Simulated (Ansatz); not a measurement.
# C3H13BSi2: the cost of one run

Program: Ansatz 0.2.0. Level of theory: UKS B3LYP-D4/6-31G. These are calculated values, not measurements.

## Step 1: The system as given

Bond lengths (14 of 18 bonds, heavy atoms first): C1–C2 1.539 Å, C2–B3 1.619 Å, B3–Si4 1.936 Å, B3–Si5 1.919 Å, Si5–C6 1.862 Å, C1–H7 1.129 Å, C1–H8 1.059 Å, C1–H9 1.155 Å, C2–H10 1.134 Å, C2–H11 1.089 Å, Si4–H12 1.417 Å, Si4–H13 1.566 Å, Si4–H14 1.482 Å, Si5–H15 1.470 Å. Angles (14 of 33 angles, heavy atoms first): C1–C2–B3 113.2°, C2–B3–Si4 118.4°, C2–B3–Si5 119.9°, Si4–B3–Si5 121.5°, B3–Si5–C6 109.2°, C1–C2–H10 107.9°, C1–C2–H11 108.5°, B3–C2–H10 109.4°, B3–C2–H11 109.4°, C2–C1–H7 106.7°, C2–C1–H8 110.0°, C2–C1–H9 107.3°, B3–Si4–H12 112.6°, B3–Si4–H13 107.3°.

The coordinates stand in the first input below.

## Step 2: End point A

File input.yaml:

```yaml
crystal:
  periodic: [false, false, false]
  atoms:
    - { symbol: C, position_ang: [0.9289, -2.2349, -0.1735] }
    - { symbol: C, position_ang: [1.6016, -0.8507, -0.1657] }
    - { symbol: B, position_ang: [0.5428, 0.374, -0.1526] }
    - { symbol: Si, position_ang: [0.539, 1.6035, -1.6487] }
    - { symbol: Si, position_ang: [-0.5607, 0.6681, 1.3892] }
    - { symbol: C, position_ang: [-2.3511, 0.5508, 0.8906] }
    - { symbol: H, position_ang: [0.2479, -2.2599, -1.0733] }
    - { symbol: H, position_ang: [1.6648, -2.9941, -0.2381] }
    - { symbol: H, position_ang: [0.2754, -2.305, 0.7765] }
    - { symbol: H, position_ang: [2.2606, -0.7879, 0.7548] }
    - { symbol: H, position_ang: [2.2359, -0.7705, -1.0477] }
    - { symbol: H, position_ang: [1.7946, 2.2332, -1.8385] }
    - { symbol: H, position_ang: [-0.5924, 2.6533, -1.3844] }
    - { symbol: H, position_ang: [0.0559, 0.8522, -2.8311] }
    - { symbol: H, position_ang: [-0.3091, 2.0036, 1.9499] }
    - { symbol: H, position_ang: [-0.2654, -0.2977, 2.456] }
    - { symbol: H, position_ang: [-2.9913, 0.7257, 1.7739] }
    - { symbol: H, position_ang: [-2.5472, -0.4586, 0.4905] }
    - { symbol: H, position_ang: [-2.572, 1.2904, 0.1285] }
magnetization:
  spin_polarized: true
basis:
  gaussian: { orbitals: "6-31G" }
hamiltonian:
  xc: b3lyp
  dispersion: d4
relax:
  f_tol: 0.02
  max_steps: 50
```

Run with:

```sh
ansatz run input.yaml --threads 2 --pin off --max-ram 3072MiB --backend cpu --events-out ev --progress --plain --runs-dir out
```

Q: Estimate wall time and peak memory on 2 threads of Intel Xeon Platinum 8488C (Sapphire Rapids), shared host.

About 3 min, with a peak of 0.37 GiB.
